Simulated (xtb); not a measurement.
**GFN2-xTB (accuracy 3) run of CoF3 (SMILES [F][Co]([F])[F])**

Aim: energy and forces of CoF3. 

Program for the calculation: xtb 6.7.1.

8 further runs of the same task are left out: 8 set aside as unsound or not needed.

### 1 Starting point

The species is CoF3 (4 atoms), meant as a quintet with charge 0. SMILES: `[F][Co]([F])[F]`. Geometry: optimised at GFN2-xTB.

Bond lengths: Co1–F2 1.729 Å, Co1–F3 1.729 Å, Co1–F4 1.729 Å. Angles: F2–Co1–F3 120.0°, F2–Co1–F4 120.1°, F3–Co1–F4 119.9°.

### 2 Energy and gradient at GFN2-xTB (accuracy 3)

struc.tmol reads:

```
$coord
      0.000718095927     -0.001001554846     -0.000132280829  co
      3.266977421514     -0.050758043707      0.024736514971  f
     -1.587955759784      2.854128955067     -0.032484392082  f
     -1.679739757657     -2.802369356514      0.007880157940  f
$end
```

The run is started by

```console
$ xtb struc.tmol -u 4 --gfn 2 --grad --acc 3 | tee struc.out
```

What values should one expect? Wanted: total energy; dipole moment; HOMO energy; LUMO energy; dispersion energy; largest force on an atom; mean polarisability.

**Answer.** As computed:

Level: GFN2-xTB (accuracy 3).

| quantity | value |
| --- | --- |
| total energy | -17.85674 Eh |
| dipole moment | 0.01 D |
| HOMO energy (partly filled) | -11.47 eV |
| LUMO energy | -1.08 eV |
| dispersion energy | -3.40 kJ/mol |
| largest force on an atom | 0.005 eV/Å |
| mean polarisability (D4 model) | 36.1 bohr³ |

In words: Mulliken charges run from -0.32 on F2 to +0.96 on Co1. The accuracy setting is loose, so the last digits carry no meaning.
